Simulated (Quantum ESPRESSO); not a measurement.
Ir: work function with PBE

Sheet: Ir, a sheet with vacuum.

```xyz
1
Lattice="2.4518 0.0000 0.0000 0.0000 2.4518 0.0000 0.0000 0.0000 23.8000" Properties=species:S:1:pos:R:3 pbc="T T T"
Ir    0.0000    0.0000    7.0001
```

The cell was built by a generator and needn't be a form met in nature.

```yaml
Program: Quantum ESPRESSO 7.5
Task: work function
Functional: PBE
Potentials_or_basis: GBRV 1.5 PBE
Cutoff: 612 eV
Density_cutoff: 4898 eV
k_mesh: 11 × 11 × 1
Occupations: fermi-dirac, width 0.05 eV
Spin: no spin polarisation
Boundary_across_the_vacuum: none
Mixing_mode: local-TF
Mixing_beta: 0.3
Most_SCF_iterations: 150
SCF_threshold: 1e-09 Ry
```

```
Band gap on the k mesh          : none (metal or under the smearing width)
Work function of the upper face : 6.03 eV
Work function of the lower face : 6.03 eV
```

Levels at points of the mesh, in eV from the Fermi level:
```tsv
k point	band 5	band 6	band 7	band 8	band 9	band 10
(0.00, 0.00, 0.00)	-6.36	-2.55	0.69	0.69	1.21	5.63
```

Wall time 27 s on 2 MPI ranks on Arm Neoverse V2 (shared host), peak memory 0.62 GiB a rank.

The run has no spin-orbit coupling, so splittings on Ir are missing.
